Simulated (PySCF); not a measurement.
# CH7ClSi2: the cost of one run

Computed with PySCF 2.14.0, with density-fitted response routines of our own, on a single molecule in the gas phase. Atoms are numbered from 0 throughout.

## 1. The starting structure

11 atoms, charge 0, multiplicity 1; geometry from: GFN2-xTB. The atoms were then displaced at random by about 0.01 Å, so the start is not that level's minimum.

Bonds of the start (Å): Si0–C1 1.91, C1–Si2 1.91, Si2–Cl3 1.99, Si0–H4 1.48, Si0–H5 1.45, Si0–H6 1.45, C1–H7 1.09, C1–H8 1.08, Si2–H9 1.47, Si2–H10 1.46.

## 2. Relaxing the molecule at PBE0-D3(BJ)/def2-SVP

What the job is given:

```
{"job": {"xc": "PBE0", "basis": "def2-SVP", "d3": "d3bj", "grid": 1, "shake": 0.01, "kind": "geom"}, "charge": 0, "multiplicity": 1}
Si     1.492420     0.349530     0.502460
C      0.272540    -0.336940    -0.804090
Si    -1.582500    -0.090330    -0.433110
Cl    -2.631440    -0.898470    -1.917470
H      1.259220     1.811340     0.612790
H      1.224030    -0.262660     1.787900
H      2.858810     0.111730     0.072050
H      0.496110    -1.393140    -0.922960
H      0.505990     0.124820    -1.749170
H     -1.944740    -0.770000     0.821920
H     -1.912330     1.328280    -0.351760
```

On the command line:

```sh
$ OMP_NUM_THREADS=1 python probes_run.py task.json out
```

This one command runs all jobs of the session in turn.

Q: Estimate the wall time and peak memory of this first job on 1 thread of Arm Neoverse V1, shared host.

About 22 s, with a peak of 0.43 GiB.
